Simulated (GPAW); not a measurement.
VSi2: band structure with PBEsol

The system is VSi2.

```xyz
9
Lattice="4.5726 0.0000 0.0000 -2.2863 3.9600 0.0000 0.0000 0.0000 6.3744" Properties=species:S:1:pos:R:3 pbc="T T T"
V    -1.1432    1.9800    2.1248
V     1.1432    1.9800    4.2496
V     2.2863    0.0000    0.0000
Si    1.1153    0.6439    2.1248
Si   -1.1710    3.3161    4.2496
Si    2.2863    2.6722    0.0000
Si    1.1710    3.3161    2.1248
Si    3.4573    0.6439    4.2496
Si    0.0000    1.2878    0.0000
```

```
Program             : GPAW 26.7.0
Task                : band structure
Functional          : PBEsol
Potentials or basis : PAW data sets generated in the run's folder for this functional
Cutoff              : 600 eV
Basis               : pw
k mesh              : 5 × 5 × 3
Occupations         : fermi-dirac, width 0.05 eV
Spin                : collinear spin, ferromagnetic start
Starting moments    : [2.0, 2.0, 2.0, 0.0, 0.0, 0.0, 0.0, 0.0, 0.0] μB
Maxiter             : 150
Band path           : GMKGALHA,LM,KH
Band points         : 60
```

```yaml
Pressure: -3.9 GPa
Largest_force: 0.047 eV/Å
Band_gap_along_the_path: none (metal or under the smearing width)
Net_moment: 0.00 μB per cell
```

Forces on the atoms (eV/Å):
```
V    0.000  0.000  0.000
V    0.000  0.000  0.000
V    0.000  0.000  0.000
Si   0.041  0.024  0.000
Si   0.041 -0.024  0.000
Si   0.000 -0.047  0.000
Si  -0.041 -0.024  0.000
Si  -0.041  0.024  0.000
Si   0.000  0.047  0.000
```

Stress tensor (GPa, compression positive):
```
-3.84  0.00  0.00
 0.00 -3.84  0.00
 0.00  0.00 -3.96
```

Levels at the corners of the path, in eV from the Fermi level:
Spin up:
| point | band 29 | band 30 | band 31 | band 32 | band 33 | band 34 |
| --- | --- | --- | --- | --- | --- | --- |
| Γ | -2.10 | -1.78 | -1.78 | -1.69 | 0.37 | 2.07 |
| M | -0.68 | -0.55 | -0.10 | 0.05 | 0.43 | 1.03 |
| K | -1.29 | -1.16 | 0.17 | 0.17 | 0.31 | 1.36 |
| Γ | -2.10 | -1.78 | -1.78 | -1.69 | 0.37 | 2.07 |
| A | -1.83 | -1.83 | -1.55 | 0.55 | 0.55 | 2.07 |
| L | -1.38 | -1.26 | -0.44 | -0.05 | 0.83 | 1.26 |
| H | -0.43 | -0.43 | -0.07 | -0.07 | 0.53 | 1.29 |
| A | -1.83 | -1.83 | -1.55 | 0.55 | 0.55 | 2.07 |
| L | -1.38 | -1.26 | -0.44 | -0.05 | 0.83 | 1.26 |
| M | -0.68 | -0.55 | -0.10 | 0.05 | 0.43 | 1.03 |
| K | -1.29 | -1.16 | 0.17 | 0.17 | 0.31 | 1.36 |
| H | -0.43 | -0.43 | -0.07 | -0.07 | 0.53 | 1.29 |
Spin down:
```csv
point,band 27,band 28,band 29,band 30,band 31,band 32,band 33,band 34,band 35,band 36
Γ,-2.13,-2.10,-2.10,-1.78,-1.78,-1.69,0.37,2.08,2.42,2.42
M,-1.55,-1.36,-0.68,-0.55,-0.10,0.05,0.43,1.03,1.39,1.46
K,-1.34,-1.29,-1.29,-1.16,0.17,0.17,0.31,1.36,1.54,1.54
Γ,-2.13,-2.10,-2.10,-1.78,-1.78,-1.69,0.37,2.08,2.42,2.42
A,-1.95,-1.95,-1.83,-1.83,-1.55,0.55,0.55,2.07,2.43,2.50
L,-1.59,-1.40,-1.38,-1.26,-0.44,-0.05,0.83,1.26,1.71,1.76
H,-2.04,-1.96,-0.43,-0.43,-0.07,-0.07,0.53,1.29,1.81,1.81
A,-1.95,-1.95,-1.83,-1.83,-1.55,0.55,0.55,2.07,2.43,2.50
L,-1.59,-1.40,-1.38,-1.26,-0.44,-0.05,0.83,1.26,1.71,1.76
M,-1.55,-1.36,-0.68,-0.55,-0.10,0.05,0.43,1.03,1.39,1.46
K,-1.34,-1.29,-1.29,-1.16,0.17,0.17,0.31,1.36,1.54,1.54
H,-2.04,-1.96,-0.43,-0.43,-0.07,-0.07,0.53,1.29,1.81,1.81
```

It took 11 min on 1 thread of Arm Neoverse V2, with other jobs on the host, peak memory 1.1 GiB.
